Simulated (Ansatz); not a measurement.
# BaSnGe: the cost of one run

Method: DFT r2SCAN, scalar-relativistic, plane waves, PAW, in Ansatz 0.2.0.

### 1 The system as given

It takes space group P-6m2 (No. 187, hexagonal). The conventional cell has a = 4.824 Å, b = 4.824 Å, c = 4.906 Å, α = 90.00°, β = 90.00°, γ = 120.00°. Ba (site symmetry -6m2) has 6 Sn at 3.71 Å and 6 Ge at 3.71 Å as nearest neighbours. Sn (site symmetry -6m2) is surrounded by 3 Ge at 2.79 Å. Ge (site symmetry -6m2) has 3 Sn at 2.79 Å as nearest neighbours.

Coordinates:

```cif
data_structure
_symmetry_space_group_name_H-M 'P-6m2'
_symmetry_Int_Tables_number 187
_cell_length_a 4.8243
_cell_length_b 4.8243
_cell_length_c 4.9064
_cell_angle_alpha 90.000
_cell_angle_beta 90.000
_cell_angle_gamma 120.000
_cell_volume 98.89
loop_
_atom_site_label
_atom_site_type_symbol
_atom_site_symmetry_multiplicity
_atom_site_Wyckoff_symbol
_atom_site_fract_x
_atom_site_fract_y
_atom_site_fract_z
_atom_site_occupancy
Ba1 Ba 1 a 0.00000 0.00000 0.00000 1
Sn1 Sn 1 f 0.66667 0.33333 0.50000 1
Ge1 Ge 1 d 0.33333 0.66667 0.50000 1
```

The cell was relaxed beforehand at this level, from a generated guess; it is a trial structure. At a tolerance of 0.05 Å it has space group P-6m2 (No. 187); it has 32.96 Å³/atom, an uncorrected energy of -0.49 eV/atom over the elements and, on its mesh, gap none (metal).

### 2 Level of theory: r2SCAN

Contents of input.yaml:

```yaml
crystal:
  lattice:
    - [4.8243231727, 0.0, 0.0]
    - [-2.4121615864, 4.1779864236, 0.0]
    - [0.0, 0.0, 4.9063731]
  atoms:
    - { symbol: Ba, position: [0.0, 0.0, 0.0] }
    - { symbol: Sn, position: [0.6666666667, 0.3333333333, 0.5] }
    - { symbol: Ge, position: [0.3333333333, 0.6666666667, 0.5] }
basis:
  ecutwfc: 500
kpoints:
  mp_grid: { grid: [12, 12, 10] }
  band_path:
    path:
      - [[0.0, 0.0, 0.0], [0.5, 0.0, 0.0], [0.33333333, 0.33333333, 0.0], [0.0, 0.0, 0.0], [0.0, 0.0, 0.5], [0.5, 0.0, 0.5], [0.33333333, 0.33333333, 0.5], [0.0, 0.0, 0.5]]
      - [[0.5, 0.0, 0.5], [0.5, 0.0, 0.0]]
      - [[0.33333333, 0.33333333, 0.5], [0.33333333, 0.33333333, 0.0]]
    npoints: 14
hamiltonian:
  xc: r2scan
scf:
  occupations: { method: gaussian, width: 0.1 }
  n_extra_bands: 7
output:
  forces: true
  stress: true
  eigenvalues: true
  populations: true
  dos: { projected: true, de: 0.02, nscf_kmesh: { grid: [15, 15, 12] } }
  bader: true
  write_density: true
  write_potential: true
  elf: true
  volumetric_format: npy
```

Launch:

```
$ ansatz run input.yaml --threads 1 --pin off --max-ram 3072MiB --backend cpu --events-out ev --progress --plain --runs-dir out
```

Q: Estimate wall time and peak memory on 1 thread of Arm Neoverse V1, shared host.

About 3.2 min, with a peak of 0.81 GiB.
